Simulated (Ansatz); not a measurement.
# C₂H₄OSi: up Jacob's ladder to CCSD(T)

An exercise on one series of results from a longer session: the logs are not shown, and one member is left open.

Computed with Ansatz 0.2.0, Gaussian basis. Level: functionals in def2-TZVPP, the program's frozen cores in correlated methods.

Levels to be run: LDA (SPW92), PBE-D4, revPBE-D4, BLYP-D4, r2SCAN-D4, B97M-V, PBE0-D4, B3LYP-D4, r2SCANh-D4, r2SCAN0-D4, HSE06-D4, BHLYP-D4, CAM-B3LYP-D4, LC-ωPBE, ωB97X-V, ωB97M-V, B2PLYP, PBE-QIDH; CCSD(T)/def2-SVP; CCSD(T)/def2-TZVPP; MP2/def2-QZVPP; extrapolation to the limit; RPA on PBE.

### Structure used throughout

All runs share one geometry, relaxed beforehand with PBE0-D4 in a triple-zeta def2 set.

SMILES `O=C1C[SiH2]1`, 8 atoms, charge 0, spin multiplicity 1.

Atoms are counted from 1 here; the program's logs count them from 0.

Bond lengths: O1–C2 1.190 Å, C2–C3 1.501 Å, C2–Si4 1.883 Å, C3–Si4 1.896 Å, C3–H5 1.089 Å, C3–H6 1.092 Å, Si4–H7 1.481 Å, Si4–H8 1.481 Å. Angles: O1–C2–C3 137.4°, O1–C2–Si4 154.7°, C3–C2–Si4 67.0°, C2–C3–Si4 66.1°, C2–C3–H5 117.5°, C2–C3–H6 113.2°, Si4–C3–H5 125.9°, Si4–C3–H6 113.9°, H5–C3–H6 112.3°, C2–Si4–C3 46.8°, C2–Si4–H7 123.2°, C2–Si4–H8 119.9°, C3–Si4–H7 116.6°, C3–Si4–H8 119.1°, H7–Si4–H8 114.1°.

The first run:

in.yaml reads:

```yaml
crystal:
  periodic: [false, false, false]
  atoms:
    - {symbol: O, position_ang: [-0.360305, 0.572334, 2.159886]}
    - {symbol: C, position_ang: [-0.242579, 0.260067, 1.017271]}
    - {symbol: C, position_ang: [0.581623, 0.683040, -0.164067]}
    - {symbol: Si, position_ang: [-0.436152, -0.888150, -0.462227]}
    - {symbol: H, position_ang: [1.661967, 0.728420, -0.033970]}
    - {symbol: H, position_ang: [0.186999, 1.567573, -0.668336]}
    - {symbol: H, position_ang: [-1.550894, -0.780890, -1.431178]}
    - {symbol: H, position_ang: [0.251443, -2.199593, -0.473179]}
basis:
  gaussian: {orbitals: def2-TZVPP}
hamiltonian: {xc: lda}
output: {orbitals: {seedname: orbitals}}
```

Command:

```console
$ ansatz run in.yaml --threads 2 --pin off --events-out ev --progress --plain --max-ram 4352MiB
```

Steps of the session up to this table: LDA; PBE-D4 (GGA); revPBE-D4 (GGA); BLYP-D4 (GGA); r2SCAN-D4 (meta-GGA); B97M-V (meta-GGA); B3LYP-D4 (hybrid); r2SCANh-D4 (hybrid); r2SCAN0-D4 (hybrid); HSE06-D4 (hybrid); BHLYP-D4 (hybrid); CAM-B3LYP-D4 (range-separated); LC-ωPBE (range-separated); ωB97X-V (range-separated); ωB97M-V (range-separated); B2PLYP (double hybrid); PBE-QIDH (double hybrid).

One table of the session follows, with a row left open; its other results are not shown here.

It belongs to the step «Frontier levels by functional». 

```
  functional  HOMO (eV)  LUMO (eV)  gap (eV)
 LDA (SPW92)      -5.36      -2.98      2.37
      PBE-D4      -5.21      -2.77      2.44
   revPBE-D4      -5.16      -2.69      2.46
     BLYP-D4      -5.10      -2.60      2.50
   r2SCAN-D4      -5.41      -2.57      2.84
      B97M-V      -5.53      -2.51      3.03
     PBE0-D4      -6.46      -1.67      4.79
    B3LYP-D4      -6.25      -1.88      4.38
  r2SCANh-D4          ?          ?         ?
  r2SCAN0-D4      -6.60      -1.56      5.04
    HSE06-D4      -6.06      -2.06      4.00
    BHLYP-D4      -7.64      -0.41      7.23
CAM-B3LYP-D4      -7.77      -0.39      7.38
     LC-ωPBE      -9.01       0.79      9.80
     ωB97X-V      -8.71       0.71      9.42
     ωB97M-V      -8.62       0.60      9.22
```

Q: Estimate the row for r2SCANh-D4 from the others.

Worked estimate for «HOMO (eV)». Against the share of exact exchange, r2SCAN-D4 (0, -5.41), r2SCAN0-D4 (0.25, -6.60) give a slope of -4.76 per unit share; at 0.1 the line stands at -5.89.

As computed: HOMO (eV): -5.88; LUMO (eV): -2.17; gap (eV): 3.72. In «HOMO (eV)» the line misses by -0.01.
